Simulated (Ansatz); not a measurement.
# C2H7GaS: up Jacob's ladder to CCSD(T)

How much do the methods differ for C2H7GaS? The plan is to run it at one geometry with functionals of several rungs and with coupled cluster, and see how far each lands from CCSD(T) at the basis-set limit for the atomisation energy.

Computed with Ansatz 0.2.0, Gaussian basis. Level: functionals in def2-TZVPP, the program's frozen cores in correlated methods.

The runs, in order: PBE-D4, r2SCAN-D4, PBE0-D4, B3LYP-D4, ωB97X-V, ωB97M-V, B2PLYP; CCSD(T)/def2-TZVPP; MP2/def2-QZVPP; extrapolation to the limit.

## Step 1: Structure used throughout

An earlier PBE0-D4 in a triple-zeta def2 set relaxation fixed the geometry.

SMILES `[CH3][GaH][CH2]S`, 11 atoms, charge 0, spin multiplicity 1.

Atoms are counted from 1 here; the program's logs count them from 0.

Bond lengths: C1–Ga2 1.965 Å, C1–H5 1.094 Å, C1–H6 1.091 Å, C1–H7 1.091 Å, Ga2–C3 1.977 Å, Ga2–H8 1.572 Å, C3–S4 1.839 Å, C3–H9 1.087 Å, C3–H10 1.090 Å, S4–H11 1.344 Å. Angles: Ga2–C1–H5 109.8°, Ga2–C1–H6 111.3°, Ga2–C1–H7 111.3°, H5–C1–H6 108.0°, H5–C1–H7 107.6°, H6–C1–H7 108.8°, C1–Ga2–C3 119.1°, C1–Ga2–H8 125.0°, C3–Ga2–H8 115.7°, Ga2–C3–S4 88.7°, Ga2–C3–H9 123.9°, Ga2–C3–H10 114.8°, S4–C3–H9 110.7°, S4–C3–H10 105.2°, H9–C3–H10 109.9°, C3–S4–H11 97.3°.

Coordinates:

```xyz
11
charge 0, multiplicity 1
C    -1.1499    1.4943   -0.3969
Ga    0.4373    0.3400   -0.4940
C     0.8696   -0.8298    1.0407
S    -0.0920   -2.1734    0.2333
H    -0.8432    2.5319   -0.2365
H    -1.8007    1.2033    0.4293
H    -1.7229    1.4597   -1.3249
H     1.3554    0.1738   -1.7591
H     1.8737   -1.1683    1.2811
H     0.3258   -0.6012    1.9568
H     0.8124   -2.4873   -0.7095
```

## Step 2: PBE-D4 (GGA)

in.yaml reads:

```yaml
crystal:
  periodic: [false, false, false]
  atoms:
    - {symbol: C, position_ang: [-1.149922, 1.494340, -0.396887]}
    - {symbol: Ga, position_ang: [0.437267, 0.339985, -0.493974]}
    - {symbol: C, position_ang: [0.869580, -0.829784, 1.040707]}
    - {symbol: S, position_ang: [-0.092039, -2.173390, 0.233315]}
    - {symbol: H, position_ang: [-0.843215, 2.531896, -0.236476]}
    - {symbol: H, position_ang: [-1.800726, 1.203311, 0.429340]}
    - {symbol: H, position_ang: [-1.722934, 1.459712, -1.324880]}
    - {symbol: H, position_ang: [1.355446, 0.173801, -1.759081]}
    - {symbol: H, position_ang: [1.873738, -1.168350, 1.281076]}
    - {symbol: H, position_ang: [0.325833, -0.601245, 1.956838]}
    - {symbol: H, position_ang: [0.812370, -2.487278, -0.709476]}
basis:
  gaussian: {orbitals: def2-TZVPP}
hamiltonian: {xc: pbe, dispersion: d4}
output: {forces: true, orbitals: {seedname: orbitals}}
```

Command:

```console
$ ansatz run in.yaml --threads 4 --pin off --events-out ev --progress --plain --max-ram 10444MiB
```

Further steps of the session: r2SCAN-D4 (meta-GGA); PBE0-D4 (hybrid); B3LYP-D4 (hybrid); ωB97X-V (range-separated); ωB97M-V (range-separated); B2PLYP (double hybrid); CCSD(T) in def2-TZVPP; MP2 in def2-QZVPP.

Q: Predict the results of all the runs planned. Wanted: atomisation energy, CCSD(T)/CBS; farthest; mean size of error, hybrid; mean size of error, range-separated; gap, smallest and largest; T1 diagnostic; triples share of the correlation energy.

The runs gave:

| quantity | value |
| --- | --- |
| atomisation energy, CCSD(T)/CBS | 37.524 eV |
| functionals within 0.375 eV (1.0 %) | PBE-D4, r2SCAN-D4, PBE0-D4, B3LYP-D4, ωB97X-V, ωB97M-V |
| farthest | B2PLYP (-0.647 eV) |
| mean size of error, hybrid | 0.194 eV |
| mean size of error, range-separated | 0.027 eV |
| gap, smallest and largest | 4.41 eV (PBE-D4), 10.44 eV (ωB97X-V) |
| T1 diagnostic | 0.0122 |
| triples share of the correlation energy | 4.1 % |

PBE-D4 misses by +0.297 eV. Double hybrids carry the basis error of their MP2 part in triple zeta, and no dispersion term here, so their miss is partly the set-up's. The reference freezes the cores and leaves out relativity and excitations past (T), and its outer-core shells are covered unevenly, so misses under about 0.375 eV can't be ranked. Hartree-Fock recovers 73 % of the binding; the rest is correlation. Orbital gaps span 4.4 to 10.4 eV; exact exchange widens them. Correlated methods include outer-core shells of Ga, which these sets cover unevenly.
